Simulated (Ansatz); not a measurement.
# ZrCl+ (singlet): the correlation ladder, def2-SVP

One table from this session's results is given with a row withheld; the runs are named, their logs left out.

Program: Ansatz 0.2.0, Gaussian basis. Level of theory: def2-SVP, core rule «outside noble gas», up to 9 orbitals frozen. These are calculated values, not measurements.

The runs, in order: UHF; CCSD(T) on RHF; CCSD(T) on UHF; CISD; CCSDT(Q) on RHF; CCSDT(Q) on UHF.

26 further runs of the same task are left out: 10 for a known fault of the program, 5 that didn't finish, 11 set aside as unsound or not needed.

### The system

The geometry is a PBE0/def2-TZVP stationary point (not a proven minimum) of the parent state, kept for this charge and spin. No spin-orbit coupling is included. Elements past krypton take def2 core potentials.

2 atoms, charge 1, spin multiplicity 1.

Atoms are counted from 1 here; the program's logs count them from 0.

Bond lengths: Zr1–Cl2 2.304 Å.

As a file:

```xyz
2
ClZr
Zr    0.0000    0.0000    0.0000
Cl    0.0000    0.0000    2.3045
```

Set-up of the first run:

in.yaml

```yaml
crystal:
  periodic: [false, false, false]
  atoms:
    - {symbol: Zr, position_ang: [0.000000, 0.000000, 0.000000]}
    - {symbol: Cl, position_ang: [0.000000, 0.000000, 2.304496]}
basis:
  gaussian: {orbitals: def2-SVP}
total_charge: 1
magnetization: {spin_polarized: true, initial_magnetization: 0}
hamiltonian: {xc: hf}
output: {orbitals: {seedname: orbitals}}
```

The run is started by

```sh
ansatz run in.yaml --threads 1 --pin off --events-out ev --progress --plain --max-ram 2393MiB
```

Steps of the session up to this table: UHF; CCSD(T) on RHF; CCSD(T) on UHF; CISD; CCSDT(Q) on RHF; CCSDT(Q) on UHF.

One of the session's tables, all rows but one given; the rest of the session is left out.

```
   method  from RCCSDT(Q) (meV)
      UHF               +4999.2
     RMP2               +1438.1
     UMP2                +483.6
    RCCSD                +412.0
    UCCSD                 -67.7
 RCCSD(T)                 +17.5
 UCCSD(T)                -281.2
   RCCSDT                  +7.0
   UCCSDT                -318.9
RCCSDT(Q)                     0
UCCSDT(Q)                     ?
```

**Question.** Estimate the row for UCCSDT(Q).

The run gave: from RCCSDT(Q) (meV): -345.8. In the column «from RCCSDT(Q) (meV)» it is the lowest.

Not comparable, so not listed: CISD (they don't share determinant, frozen orbitals or solution with the rows shown, or repeat one).

Left out of the table: RHF (another determinant or state than the rows shown).

Limits of these values: The determinant is far from a pure spin state, so its energy mixes those of several spin states (harmless only where they are near-degenerate, as at dissociation). The report flags that the cluster equations may have other roots. The program flags RCCSD(T), UCCSD(T), RCCSDT(Q), UCCSDT(Q) as in doubt, so the zero of the table is itself unsure. Warnings: restricted reference is unstable; spin contamination; coupled cluster took another determinant than the lowest; large T1 diagnostic. Restricted and unrestricted rows rest on different reference determinants; where their highest levels disagree by more than a few hundredths of an eV, they describe different states and don't form one ladder.
